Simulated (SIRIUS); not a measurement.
# NiMoIrPdW (P3m1) in SIRIUS: a series of runs, part 4 of 4

SIRIUS 7.12.0. The steps go on from the part before.

### Step 7. Equation of state, PBEsol, collinear spin, ferromagnetic start, 16.78 Å³/atom (volume scaled by 1.04)

Contents of sirius.json:

```json
{
  "control": {
    "processing_unit": "cpu",
    "std_evp_solver_name": "lapack",
    "gen_evp_solver_name": "lapack",
    "verbosity": 2,
    "print_forces": false,
    "ortho_rf": true,
    "use_second_variation": true,
    "rmt_max": 3.0,
    "num_bands_to_print": 24,
    "save_wf": true
  },
  "parameters": {
    "electronic_structure_method": "full_potential_lapwlo",
    "xc_functionals": ["XC_GGA_X_PBE_SOL", "XC_GGA_C_PBE_SOL"],
    "core_relativity": "dirac",
    "valence_relativity": "iora",
    "num_fv_states": 90,
    "smearing": "fermi_dirac",
    "smearing_width": 0.0018374661,
    "pw_cutoff": 22,
    "gk_cutoff": 4.25,
    "lmax_apw": 11,
    "lmax_rho": 8,
    "lmax_pot": 8,
    "num_mag_dims": 1,
    "auto_rmt": 0,
    "ngridk": [3, 3, 2],
    "shiftk": [0, 0, 0],
    "num_dft_iter": 80,
    "energy_tol": 1e-07,
    "density_tol": 1e-05,
    "use_symmetry": true
  },
  "settings": {"tol_ne": 1e-10},
  "iterative_solver": {"type": "exact"},
  "mixer": {"type": "anderson", "beta": 0.4, "max_history": 8},
  "unit_cell": {
    "lattice_vectors": [[7.9392460847, 0.0, 0.0], [-3.9696230424, 6.8755935026, -0.0], [0.0, -0.0, 10.3699952194]],
    "atom_types": ["Ir", "Mo", "Ni", "Pd", "W"],
    "atom_files": {"Ir": "Ir.json", "Mo": "Mo.json", "Ni": "Ni.json", "Pd": "Pd.json", "W": "W.json"},
    "atoms": {
      "Ir": [[0.33333, 0.66667, 0.25641, 0.0, 0.0, 0.6]],
      "Mo": [[0.66667, 0.33333, 0.45996, 0.0, 0.0, 1.0]],
      "Ni": [[0.0, 0.0, 0.02221, 0.0, 0.0, 1.0]],
      "Pd": [[0.33333, 0.66667, 0.74601, 0.0, 0.0, 0.0]],
      "W": [[0.66667, 0.33333, 0.99985, 0.0, 0.0, 0.0]]
    }
  }
}
```

Contents of Ir.json:

```json
{
  "name": "iridium",
  "symbol": "Ir",
  "number": 77,
  "mass": 192.217,
  "rmin": 1e-06,
  "rmt": 2.29,
  "nrmt": 800,
  "rinf": 13.6,
[... 26 lines left out ...]
    {"l": 2, "basis": [{"enu": 0.3, "dme": 0, "n": 0, "auto": 0}, {"enu": 3.2748, "dme": 0, "n": 0, "auto": 0}]},
    {"l": 3, "basis": [{"enu": 0.3, "dme": 0, "n": 0, "auto": 0}, {"enu": 0.3, "dme": 1, "n": 0, "auto": 0}]},
    {
      "l": 3,
      "basis": [{"enu": -1.7696, "dme": 0, "n": 4, "auto": 1}, {"enu": -1.7696, "dme": 1, "n": 4, "auto": 1}]
    },
    {"l": 3, "basis": [{"enu": -1.7696, "dme": 1, "n": 4, "auto": 1}, {"enu": 0.3, "dme": 0, "n": 0, "auto": 0}]},
    {"l": 3, "basis": [{"enu": 0.3, "dme": 0, "n": 0, "auto": 0}, {"enu": 4.724, "dme": 0, "n": 0, "auto": 0}]},
    {"l": 4, "basis": [{"enu": 0.3, "dme": 0, "n": 0, "auto": 0}, {"enu": 0.3, "dme": 1, "n": 0, "auto": 0}]},
    {"l": 4, "basis": [{"enu": 0.3, "dme": 0, "n": 0, "auto": 0}, {"enu": 3.9613, "dme": 0, "n": 0, "auto": 0}]}
  ],
  "free_atom": [... radial grid and density of the free atom, the start of the SCF ...]
}
```

Contents of Mo.json:

```json
{
  "name": "molybdenum",
  "symbol": "Mo",
  "number": 42,
  "mass": 95.96,
  "rmin": 1e-06,
  "rmt": 2.2,
[... 22 lines left out ...]
    },
    {"l": 1, "basis": [{"enu": -0.9713, "dme": 1, "n": 4, "auto": 1}, {"enu": 0.3, "dme": 0, "n": 0, "auto": 0}]},
    {"l": 1, "basis": [{"enu": 0.3, "dme": 0, "n": 0, "auto": 0}, {"enu": 4.1017, "dme": 0, "n": 0, "auto": 0}]},
    {"l": 2, "basis": [{"enu": 0.3, "dme": 0, "n": 0, "auto": 0}, {"enu": 0.3, "dme": 1, "n": 0, "auto": 0}]},
    {"l": 2, "basis": [{"enu": 0.3, "dme": 1, "n": 0, "auto": 0}, {"enu": 0.3, "dme": 2, "n": 0, "auto": 0}]},
    {
      "l": 2,
      "basis": [{"enu": -7.6878, "dme": 0, "n": 3, "auto": 1}, {"enu": -7.6878, "dme": 1, "n": 3, "auto": 1}]
    },
    {"l": 2, "basis": [{"enu": 0.3, "dme": 0, "n": 0, "auto": 0}, {"enu": 3.5231, "dme": 0, "n": 0, "auto": 0}]},
    {"l": 3, "basis": [{"enu": 0.3, "dme": 0, "n": 0, "auto": 0}, {"enu": 0.3, "dme": 1, "n": 0, "auto": 0}]},
    {"l": 3, "basis": [{"enu": 0.3, "dme": 0, "n": 0, "auto": 0}, {"enu": 3.895, "dme": 0, "n": 0, "auto": 0}]}
  ],
  "free_atom": [... radial grid and density of the free atom, the start of the SCF ...]
}
```

Contents of Ni.json:

```json
{
  "name": "nickel",
  "symbol": "Ni",
  "number": 28,
  "mass": 58.6934,
  "rmin": 1e-06,
  "rmt": 2.07,
  "nrmt": 800,
  "rinf": 14.89,
  "core": "1s2s2p",
  "valence": [
[... 18 lines left out ...]
    },
    {"l": 1, "basis": [{"enu": -2.1009, "dme": 1, "n": 3, "auto": 1}, {"enu": 0.3, "dme": 0, "n": 0, "auto": 0}]},
    {"l": 1, "basis": [{"enu": 0.3, "dme": 0, "n": 0, "auto": 0}, {"enu": 4.5941, "dme": 0, "n": 0, "auto": 0}]},
    {
      "l": 2,
      "basis": [{"enu": 0.2891, "dme": 0, "n": 0, "auto": 0}, {"enu": 0.2891, "dme": 1, "n": 0, "auto": 0}]
    },
    {
      "l": 2,
      "basis": [{"enu": 0.2891, "dme": 1, "n": 0, "auto": 0}, {"enu": 0.2891, "dme": 2, "n": 0, "auto": 0}]
    },
    {
      "l": 2,
      "basis": [{"enu": 0.2891, "dme": 0, "n": 0, "auto": 0}, {"enu": 3.9297, "dme": 0, "n": 0, "auto": 0}]
    },
    {"l": 3, "basis": [{"enu": 0.3, "dme": 0, "n": 0, "auto": 0}, {"enu": 0.3, "dme": 1, "n": 0, "auto": 0}]},
    {"l": 3, "basis": [{"enu": 0.3, "dme": 0, "n": 0, "auto": 0}, {"enu": 4.3608, "dme": 0, "n": 0, "auto": 0}]}
  ],
  "free_atom": [... radial grid and density of the free atom, the start of the SCF ...]
}
```

Contents of Pd.json:

```json
{
  "name": "palladium",
  "symbol": "Pd",
  "number": 46,
  "mass": 106.42,
  "rmin": 1e-06,
[... 17 lines left out ...]
    {
      "l": 1,
      "basis": [{"enu": -1.4249, "dme": 0, "n": 4, "auto": 1}, {"enu": -1.4249, "dme": 1, "n": 4, "auto": 1}]
    },
    {"l": 1, "basis": [{"enu": -1.4249, "dme": 1, "n": 4, "auto": 1}, {"enu": 0.3, "dme": 0, "n": 0, "auto": 0}]},
    {"l": 1, "basis": [{"enu": 0.3, "dme": 0, "n": 0, "auto": 0}, {"enu": 4.1017, "dme": 0, "n": 0, "auto": 0}]},
    {"l": 2, "basis": [{"enu": 0.3, "dme": 0, "n": 0, "auto": 0}, {"enu": 0.3, "dme": 1, "n": 0, "auto": 0}]},
    {"l": 2, "basis": [{"enu": 0.3, "dme": 1, "n": 0, "auto": 0}, {"enu": 0.3, "dme": 2, "n": 0, "auto": 0}]},
    {"l": 2, "basis": [{"enu": 0.3, "dme": 0, "n": 0, "auto": 0}, {"enu": 3.5231, "dme": 0, "n": 0, "auto": 0}]},
    {"l": 3, "basis": [{"enu": 0.3, "dme": 0, "n": 0, "auto": 0}, {"enu": 0.3, "dme": 1, "n": 0, "auto": 0}]},
    {"l": 3, "basis": [{"enu": 0.3, "dme": 0, "n": 0, "auto": 0}, {"enu": 3.895, "dme": 0, "n": 0, "auto": 0}]}
  ],
  "free_atom": [... radial grid and density of the free atom, the start of the SCF ...]
}
```

Contents of W.json:

```json
{
  "name": "tungsten",
  "symbol": "W",
  "number": 74,
  "mass": 183.84,
  "rmin": 1e-06,
  "rmt": 2.29,
  "nrmt": 800,
  "rinf": 14.93,
[... 26 lines left out ...]
    {"l": 2, "basis": [{"enu": 0.3, "dme": 0, "n": 0, "auto": 0}, {"enu": 3.2748, "dme": 0, "n": 0, "auto": 0}]},
    {"l": 3, "basis": [{"enu": 0.3, "dme": 0, "n": 0, "auto": 0}, {"enu": 0.3, "dme": 1, "n": 0, "auto": 0}]},
    {
      "l": 3,
      "basis": [{"enu": -0.7662, "dme": 0, "n": 4, "auto": 1}, {"enu": -0.7662, "dme": 1, "n": 4, "auto": 1}]
    },
    {"l": 3, "basis": [{"enu": -0.7662, "dme": 1, "n": 4, "auto": 1}, {"enu": 0.3, "dme": 0, "n": 0, "auto": 0}]},
    {"l": 3, "basis": [{"enu": 0.3, "dme": 0, "n": 0, "auto": 0}, {"enu": 4.724, "dme": 0, "n": 0, "auto": 0}]},
    {"l": 4, "basis": [{"enu": 0.3, "dme": 0, "n": 0, "auto": 0}, {"enu": 0.3, "dme": 1, "n": 0, "auto": 0}]},
    {"l": 4, "basis": [{"enu": 0.3, "dme": 0, "n": 0, "auto": 0}, {"enu": 3.9613, "dme": 0, "n": 0, "auto": 0}]}
  ],
  "free_atom": [... radial grid and density of the free atom, the start of the SCF ...]
}
```

Contents of sirius_start.json:

```json
{
  "control": {
    "processing_unit": "cpu",
    "std_evp_solver_name": "lapack",
    "gen_evp_solver_name": "lapack",
    "verbosity": 1,
    "print_forces": false,
    "ortho_rf": true,
    "use_second_variation": true,
    "rmt_max": 3.0,
    "num_bands_to_print": 24,
    "save_wf": false
  },
  "parameters": {
    "electronic_structure_method": "full_potential_lapwlo",
    "xc_functionals": ["XC_LDA_X", "XC_LDA_C_PW"],
    "core_relativity": "dirac",
    "valence_relativity": "iora",
    "num_fv_states": 90,
    "smearing": "fermi_dirac",
    "smearing_width": 0.0055123983,
    "pw_cutoff": 22,
    "gk_cutoff": 3.4,
    "lmax_apw": 11,
    "lmax_rho": 8,
    "lmax_pot": 8,
    "num_mag_dims": 1,
    "auto_rmt": 0,
    "ngridk": [1, 1, 1],
    "shiftk": [0, 0, 0],
    "num_dft_iter": 30,
    "energy_tol": 0.01,
    "density_tol": 0.05,
    "use_symmetry": true
  },
  "settings": {"tol_ne": 1e-10},
  "iterative_solver": {"type": "exact"},
  "mixer": {"type": "anderson", "beta": 0.4, "max_history": 8},
  "unit_cell": {
    "lattice_vectors": [[7.9392460847, 0.0, 0.0], [-3.9696230424, 6.8755935026, -0.0], [0.0, -0.0, 10.3699952194]],
    "atom_types": ["Ir", "Mo", "Ni", "Pd", "W"],
    "atom_files": {"Ir": "Ir.json", "Mo": "Mo.json", "Ni": "Ni.json", "Pd": "Pd.json", "W": "W.json"},
    "atoms": {
      "Ir": [[0.33333, 0.66667, 0.25641, 0.0, 0.0, 0.6]],
      "Mo": [[0.66667, 0.33333, 0.45996, 0.0, 0.0, 1.0]],
      "Ni": [[0.0, 0.0, 0.02221, 0.0, 0.0, 1.0]],
      "Pd": [[0.33333, 0.66667, 0.74601, 0.0, 0.0, 0.0]],
      "W": [[0.66667, 0.33333, 0.99985, 0.0, 0.0, 0.0]]
    }
  }
}
```

Started as:

```
$ OMP_NUM_THREADS=2 sirius.scf --input=sirius_start.json --output=start.json
$ OMP_NUM_THREADS=2 sirius.scf --input=sirius.json --output=output.json --task=1
```

Run time: 8.3 min. Hardware: 2 threads of Intel Xeon 6975P-C (Granite Rapids), shared host; peak memory 1.4 GiB.

The run converged, but some of its settings lie outside the range that counts as converged, so its numbers aren't taken as properties of the crystal.

Results:

```
Free energy                                       : -1214336.9081 eV
Band gap on the k mesh                            : none (metal or under the smearing width)
Net moment                                        : 0.00 μB per cell
All electrons inside the program's atomic spheres : Ni 26.57; Mo 39.17; Pd 43.92; Ir 74.60; W 71.21 (radii Ir 2.29, Mo 2.2, Ni 2.07, Pd 2.2, W 2.29 bohr)
```

Caveat: the k mesh is coarse (spacing up to 0.58 Å⁻¹), so the values aren't converged.

### Step 8. Equation of state, PBEsol, collinear spin, ferromagnetic start, 17.10 Å³/atom (volume scaled by 1.06)

Edit sirius.json of step 7 so:

```diff
@@ -39,3 +39,3 @@
   "unit_cell": {
-    "lattice_vectors": [[7.9392460847, 0.0, 0.0], [-3.9696230424, 6.8755935026, -0.0], [0.0, -0.0, 10.3699952194]],
+    "lattice_vectors": [[7.9898158945, 0.0, 0.0], [-3.9949079474, 6.9193882725, -0.0], [0.0, -0.0, 10.4360479254]],
     "atom_types": ["Ir", "Mo", "Ni", "Pd", "W"],
```

Contents of Ir.json:

```json
{
  "name": "iridium",
  "symbol": "Ir",
  "number": 77,
  "mass": 192.217,
  "rmin": 1e-06,
  "rmt": 2.29,
  "nrmt": 800,
  "rinf": 13.6,
  "core": "1s2s2p3s3p3d4s4p4d",
  "valence": [
    {"basis": [{"enu": 0.19, "dme": 0, "n": 0, "auto": 0}, {"enu": 0.19, "dme": 1, "n": 0, "auto": 0}]},
[... 30 lines left out ...]
    {"l": 3, "basis": [{"enu": 0.29, "dme": 0, "n": 0, "auto": 0}, {"enu": 0.29, "dme": 1, "n": 0, "auto": 0}]},
    {
      "l": 3,
      "basis": [{"enu": -1.7796, "dme": 0, "n": 4, "auto": 1}, {"enu": -1.7796, "dme": 1, "n": 4, "auto": 1}]
    },
    {
      "l": 3,
      "basis": [{"enu": -1.7796, "dme": 1, "n": 4, "auto": 1}, {"enu": 0.29, "dme": 0, "n": 0, "auto": 0}]
    },
    {"l": 3, "basis": [{"enu": 0.29, "dme": 0, "n": 0, "auto": 0}, {"enu": 4.714, "dme": 0, "n": 0, "auto": 0}]},
    {"l": 4, "basis": [{"enu": 0.29, "dme": 0, "n": 0, "auto": 0}, {"enu": 0.29, "dme": 1, "n": 0, "auto": 0}]},
    {"l": 4, "basis": [{"enu": 0.29, "dme": 0, "n": 0, "auto": 0}, {"enu": 3.9513, "dme": 0, "n": 0, "auto": 0}]}
  ],
  "free_atom": [... radial grid and density of the free atom, the start of the SCF ...]
}
```

Contents of Mo.json:

```json
{
  "name": "molybdenum",
  "symbol": "Mo",
  "number": 42,
  "mass": 95.96,
[... 27 lines left out ...]
    },
    {
      "l": 1,
      "basis": [{"enu": -0.9813, "dme": 1, "n": 4, "auto": 1}, {"enu": 0.29, "dme": 0, "n": 0, "auto": 0}]
    },
    {"l": 1, "basis": [{"enu": 0.29, "dme": 0, "n": 0, "auto": 0}, {"enu": 4.0917, "dme": 0, "n": 0, "auto": 0}]},
    {"l": 2, "basis": [{"enu": 0.29, "dme": 0, "n": 0, "auto": 0}, {"enu": 0.29, "dme": 1, "n": 0, "auto": 0}]},
    {"l": 2, "basis": [{"enu": 0.29, "dme": 1, "n": 0, "auto": 0}, {"enu": 0.29, "dme": 2, "n": 0, "auto": 0}]},
    {
      "l": 2,
      "basis": [{"enu": -7.6978, "dme": 0, "n": 3, "auto": 1}, {"enu": -7.6978, "dme": 1, "n": 3, "auto": 1}]
    },
    {"l": 2, "basis": [{"enu": 0.29, "dme": 0, "n": 0, "auto": 0}, {"enu": 3.5131, "dme": 0, "n": 0, "auto": 0}]},
    {"l": 3, "basis": [{"enu": 0.29, "dme": 0, "n": 0, "auto": 0}, {"enu": 0.29, "dme": 1, "n": 0, "auto": 0}]},
    {"l": 3, "basis": [{"enu": 0.29, "dme": 0, "n": 0, "auto": 0}, {"enu": 3.885, "dme": 0, "n": 0, "auto": 0}]}
  ],
  "free_atom": [... radial grid and density of the free atom, the start of the SCF ...]
}
```

Contents of Ni.json:

```json
{
  "name": "nickel",
  "symbol": "Ni",
  "number": 28,
  "mass": 58.6934,
  "rmin": 1e-06,
  "rmt": 2.07,
  "nrmt": 800,
  "rinf": 14.89,
  "core": "1s2s2p",
  "valence": [
[... 24 lines left out ...]
      "basis": [{"enu": -2.1109, "dme": 1, "n": 3, "auto": 1}, {"enu": 0.29, "dme": 0, "n": 0, "auto": 0}]
    },
    {"l": 1, "basis": [{"enu": 0.29, "dme": 0, "n": 0, "auto": 0}, {"enu": 4.5841, "dme": 0, "n": 0, "auto": 0}]},
    {
      "l": 2,
      "basis": [{"enu": 0.2791, "dme": 0, "n": 0, "auto": 0}, {"enu": 0.2791, "dme": 1, "n": 0, "auto": 0}]
    },
    {
      "l": 2,
      "basis": [{"enu": 0.2791, "dme": 1, "n": 0, "auto": 0}, {"enu": 0.2791, "dme": 2, "n": 0, "auto": 0}]
    },
    {
      "l": 2,
      "basis": [{"enu": 0.2791, "dme": 0, "n": 0, "auto": 0}, {"enu": 3.9197, "dme": 0, "n": 0, "auto": 0}]
    },
    {"l": 3, "basis": [{"enu": 0.29, "dme": 0, "n": 0, "auto": 0}, {"enu": 0.29, "dme": 1, "n": 0, "auto": 0}]},
    {"l": 3, "basis": [{"enu": 0.29, "dme": 0, "n": 0, "auto": 0}, {"enu": 4.3508, "dme": 0, "n": 0, "auto": 0}]}
  ],
  "free_atom": [... radial grid and density of the free atom, the start of the SCF ...]
}
```

Contents of Pd.json:

```json
{
  "name": "palladium",
  "symbol": "Pd",
  "number": 46,
[... 19 lines left out ...]
    {
      "l": 1,
      "basis": [{"enu": -1.4349, "dme": 0, "n": 4, "auto": 1}, {"enu": -1.4349, "dme": 1, "n": 4, "auto": 1}]
    },
    {
      "l": 1,
      "basis": [{"enu": -1.4349, "dme": 1, "n": 4, "auto": 1}, {"enu": 0.29, "dme": 0, "n": 0, "auto": 0}]
    },
    {"l": 1, "basis": [{"enu": 0.29, "dme": 0, "n": 0, "auto": 0}, {"enu": 4.0917, "dme": 0, "n": 0, "auto": 0}]},
    {"l": 2, "basis": [{"enu": 0.29, "dme": 0, "n": 0, "auto": 0}, {"enu": 0.29, "dme": 1, "n": 0, "auto": 0}]},
    {"l": 2, "basis": [{"enu": 0.29, "dme": 1, "n": 0, "auto": 0}, {"enu": 0.29, "dme": 2, "n": 0, "auto": 0}]},
    {"l": 2, "basis": [{"enu": 0.29, "dme": 0, "n": 0, "auto": 0}, {"enu": 3.5131, "dme": 0, "n": 0, "auto": 0}]},
    {"l": 3, "basis": [{"enu": 0.29, "dme": 0, "n": 0, "auto": 0}, {"enu": 0.29, "dme": 1, "n": 0, "auto": 0}]},
    {"l": 3, "basis": [{"enu": 0.29, "dme": 0, "n": 0, "auto": 0}, {"enu": 3.885, "dme": 0, "n": 0, "auto": 0}]}
  ],
  "free_atom": [... radial grid and density of the free atom, the start of the SCF ...]
}
```

Contents of W.json:

```json
{
  "name": "tungsten",
  "symbol": "W",
  "number": 74,
  "mass": 183.84,
  "rmin": 1e-06,
  "rmt": 2.29,
  "nrmt": 800,
  "rinf": 14.93,
  "core": "1s2s2p3s3p3d4s4p4d",
  "valence": [
    {"basis": [{"enu": 0.19, "dme": 0, "n": 0, "auto": 0}, {"enu": 0.19, "dme": 1, "n": 0, "auto": 0}]},
[... 30 lines left out ...]
    {"l": 3, "basis": [{"enu": 0.29, "dme": 0, "n": 0, "auto": 0}, {"enu": 0.29, "dme": 1, "n": 0, "auto": 0}]},
    {
      "l": 3,
      "basis": [{"enu": -0.7762, "dme": 0, "n": 4, "auto": 1}, {"enu": -0.7762, "dme": 1, "n": 4, "auto": 1}]
    },
    {
      "l": 3,
      "basis": [{"enu": -0.7762, "dme": 1, "n": 4, "auto": 1}, {"enu": 0.29, "dme": 0, "n": 0, "auto": 0}]
    },
    {"l": 3, "basis": [{"enu": 0.29, "dme": 0, "n": 0, "auto": 0}, {"enu": 4.714, "dme": 0, "n": 0, "auto": 0}]},
    {"l": 4, "basis": [{"enu": 0.29, "dme": 0, "n": 0, "auto": 0}, {"enu": 0.29, "dme": 1, "n": 0, "auto": 0}]},
    {"l": 4, "basis": [{"enu": 0.29, "dme": 0, "n": 0, "auto": 0}, {"enu": 3.9513, "dme": 0, "n": 0, "auto": 0}]}
  ],
  "free_atom": [... radial grid and density of the free atom, the start of the SCF ...]
}
```

Edit sirius_start.json of step 7 so:

```diff
@@ -39,3 +39,3 @@
   "unit_cell": {
-    "lattice_vectors": [[7.9392460847, 0.0, 0.0], [-3.9696230424, 6.8755935026, -0.0], [0.0, -0.0, 10.3699952194]],
+    "lattice_vectors": [[7.9898158945, 0.0, 0.0], [-3.9949079474, 6.9193882725, -0.0], [0.0, -0.0, 10.4360479254]],
     "atom_types": ["Ir", "Mo", "Ni", "Pd", "W"],
```

Started as:

```
$ OMP_NUM_THREADS=2 sirius.scf --input=sirius_start.json --output=start.json
$ OMP_NUM_THREADS=2 sirius.scf --input=sirius.json --output=output.json --task=1
```

It took 8.3 min on 2 threads of Intel Xeon 6975P-C (Granite Rapids), shared host; peak memory 1.5 GiB.

The run converged, but some of its settings lie outside the range that counts as converged, so its numbers aren't taken as properties of the crystal.

What came out:

```
Free energy                                       : -1214336.7490 eV
Band gap on the k mesh                            : none (metal or under the smearing width)
Net moment                                        : 0.00 μB per cell
All electrons inside the program's atomic spheres : Ni 26.55; Mo 39.15; Pd 43.91; Ir 74.57; W 71.18 (radii Ir 2.29, Mo 2.2, Ni 2.07, Pd 2.2, W 2.29 bohr)
```

Caveat: the k mesh is coarse (spacing up to 0.57 Å⁻¹), so the values aren't converged.

### Step 9. Equation of state, PBEsol, collinear spin, ferromagnetic start

Potentials or basis: all-electron FP-LAPW, apw+lo standard.

No new run: the results of the series are fitted here.

These settings aren't checked as converged: the numbers below hold their error.

What came out:

```yaml
Equilibrium_volume: 15.64 Å³/atom
Bulk_modulus_at_fixed_shape_and_positions: 253 GPa
Pressure_derivative_of_the_bulk_modulus: 6.0
```

Caveat: the k mesh is coarse (spacing up to 0.58 Å⁻¹), so the values aren't converged; the basis cutoff falls short for Ag, Pd and Pb here, so volumes come out up to a per cent or two small and moduli rough; the cell was scaled at fixed shape and fractional positions, which overstates the stiffness of a crystal with free parameters, most of all of layers and chains.
